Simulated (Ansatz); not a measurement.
# LuSe: the cost of one run

Method: DFT, PBEsol, PAW with Ansatz's default frozen-core files, scalar-relativistic, in Ansatz 0.2.0.

1 further run of the same task is left out (it didn't finish).

## (1) Starting point

It takes space group Fm-3m (No. 225, cubic). Conventional cell: a = 5.595 Å, b = 5.595 Å, c = 5.595 Å, α = 90.00°, β = 90.00°, γ = 90.00°. Lu (site symmetry m-3m) is surrounded by 6 Se at 2.80 Å. Se (site symmetry m-3m) is surrounded by 6 Lu at 2.80 Å.

As a file:

```cif
data_structure
_symmetry_space_group_name_H-M 'P 1'
_symmetry_Int_Tables_number 1
_cell_length_a 3.9559
_cell_length_b 3.9559
_cell_length_c 3.9559
_cell_angle_alpha 60.000
_cell_angle_beta 60.000
_cell_angle_gamma 60.000
_cell_volume 43.78
loop_
_atom_site_label
_atom_site_type_symbol
_atom_site_fract_x
_atom_site_fract_y
_atom_site_fract_z
_atom_site_occupancy
Lu1 Lu 0.00000 0.00000 0.00000 1
Se1 Se 0.50000 0.50000 0.50000 1
```

Whether this phase is the stable one at these pressures isn't tested.

Atoms are numbered in the order of the input: Lu1, Se2.

## (2) Atoms relaxed at the given volume, PAW

File input.yaml:

```yaml
crystal:
  lattice:
    - [0.0, 2.7972694992, 2.7972694992]
    - [2.7972694992, 0.0, 2.7972694992]
    - [2.7972694992, 2.7972694992, 0.0]
  atoms:
    - { symbol: Lu, position: [0.0, 0.0, 0.0] }
    - { symbol: Se, position: [0.5, 0.5, 0.5] }
kpoints:
  mp_grid: { grid: [11, 11, 11] }
scf:
  occupations: { method: fermi_dirac, width: 0.05 }
hamiltonian:
  xc: pbesol
  pseudopotentials: { kind: paw }
output:
  forces: true
  stress: true
relax:
  f_tol: 0.01
  max_steps: 30
```

Run with:

```sh
$ ansatz run input.yaml --threads 1 --pin off --max-ram 2048MiB --backend cpu --events-out ev --progress --plain --runs-dir out
```

**Question.** How long does this run take on 1 thread of Arm Neoverse V1, shared host, and how much memory does it need?

About 4 s, with a peak of 0.36 GiB.
